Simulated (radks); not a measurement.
# Valence configurations of Er⁺

Aim: which of several valence configurations of Er⁺ lies lowest at this level, and whether it is the one NIST lists ([Xe] 4f12 6s1).

Method: Dirac Kohn-Sham, PBE, spin-unpolarised, spherical densities, finite nucleus; open shells fill j = l - 1/2 first. Code: radks (a radial shooting solver on a logarithmic mesh, Libxc functionals) version 1.

## 1. Starting point

| Quantity | Value |
| --- | --- |
| element | erbium (Z = 68) |
| charge | +1 |
| electrons | 67 |
| configuration | [Xe] 4f12 6s1 |
| nuclear rms radius | 5.2516 fm |
| others tried | 4f12 6p1; 4f12 5d1; 4f13; 4f11 6s1 6p1; 4f12 5d0.5 6p0.5; 4f11 6s2; 4f12.5 6s0.5; 4f10 5d2 6p1; 4f11 5d1 6s1 |

## 2. [Xe] 4f12 6s1

Settings of this run:

```text
Z 68
configuration [Xe] 4f12 6s1
relativity Dirac
functional pbe,pbe
spin unpolarised
j_filling energy
nucleus finite rms 5.2516 fm
c 137.035999084
```

Command:

```sh
$ python run_ks.py task.json out
```

This one command runs every case of the session in turn.

## 3. [Xe] 4f12 6p1

Changes since step 2:

```diff
@@ -1,3 +1,3 @@
 Z 68
-configuration [Xe] 4f12 6s1
+configuration [Xe] 4f12 6p1
 relativity Dirac
```

## 4. [Xe] 4f12 5d1

Changes since step 3:

```diff
@@ -1,3 +1,3 @@
 Z 68
-configuration [Xe] 4f12 6p1
+configuration [Xe] 4f12 5d1
 relativity Dirac
```

## 5. [Xe] 4f13

Changes since step 4:

```diff
@@ -1,3 +1,3 @@
 Z 68
-configuration [Xe] 4f12 5d1
+configuration [Xe] 4f13
 relativity Dirac
```

## 6. [Xe] 4f11 6s1 6p1

Changes since step 5:

```diff
@@ -1,3 +1,3 @@
 Z 68
-configuration [Xe] 4f13
+configuration [Xe] 4f11 6s1 6p1
 relativity Dirac
```

## 7. [Xe] 4f12 5d0.5 6p0.5

Changes since step 6:

```diff
@@ -1,3 +1,3 @@
 Z 68
-configuration [Xe] 4f11 6s1 6p1
+configuration [Xe] 4f12 5d0.5 6p0.5
 relativity Dirac
```

## 8. [Xe] 4f11 6s2

Changes since step 7:

```diff
@@ -1,3 +1,3 @@
 Z 68
-configuration [Xe] 4f12 5d0.5 6p0.5
+configuration [Xe] 4f11 6s2
 relativity Dirac
```

## 9. [Xe] 4f12.5 6s0.5

Changes since step 8:

```diff
@@ -1,3 +1,3 @@
 Z 68
-configuration [Xe] 4f11 6s2
+configuration [Xe] 4f12.5 6s0.5
 relativity Dirac
```

## 10. [Xe] 4f10 5d2 6p1

Changes since step 9:

```diff
@@ -1,3 +1,3 @@
 Z 68
-configuration [Xe] 4f12.5 6s0.5
+configuration [Xe] 4f10 5d2 6p1
 relativity Dirac
```

## 11. [Xe] 4f11 5d1 6s1

Changes since step 10:

```diff
@@ -1,3 +1,3 @@
 Z 68
-configuration [Xe] 4f10 5d2 6p1
+configuration [Xe] 4f11 5d1 6s1
 relativity Dirac
```

What does the calculation give? Wanted: for each run, valence; E − E(NIST configuration); highest level; its energy; 1s shift.

The runs gave:

| valence | E − E(NIST configuration) (eV) | highest level | its energy (eV) | 1s shift (eV) |
| --- | --- | --- | --- | --- |
| 4f12 6s1 | 0.000 | 6s1/2 | -9.055 | +0.00 |
| 4f12.5 6s0.5 | 0.626 | 4f7/2 | -5.770 | +3.45 |
| 4f12 5d1 | 2.390 | 5d3/2 | -5.802 | +1.52 |
| 4f13 | 2.392 | 4f7/2 | -3.301 | +5.94 |
| 4f12 5d0.5 6p0.5 | 2.748 | 6p1/2 | -5.828 | +0.22 |
| 4f12 6p1 | 3.306 | 6p1/2 | -6.419 | -1.21 |
| 4f11 6s2 | 3.396 | 6s1/2 | -10.680 | -8.69 |
| 4f11 5d1 6s1 | 4.608 | 5d3/2 | -8.270 | -6.42 |
| 4f11 6s1 6p1 | 7.238 | 6p1/2 | -7.425 | -9.87 |
| 4f10 5d2 6p1 | 18.168 | 6p1/2 | -7.073 | -14.85 |

What this shows: Theory agrees with NIST among these: the next, 4f12.5 6s0.5, lies 0.626 eV higher. The energies are those of spherical spin-averaged densities, not of single terms. The 1s eigenvalue shifts by up to 14.85 eV as the valence charge is rearranged.
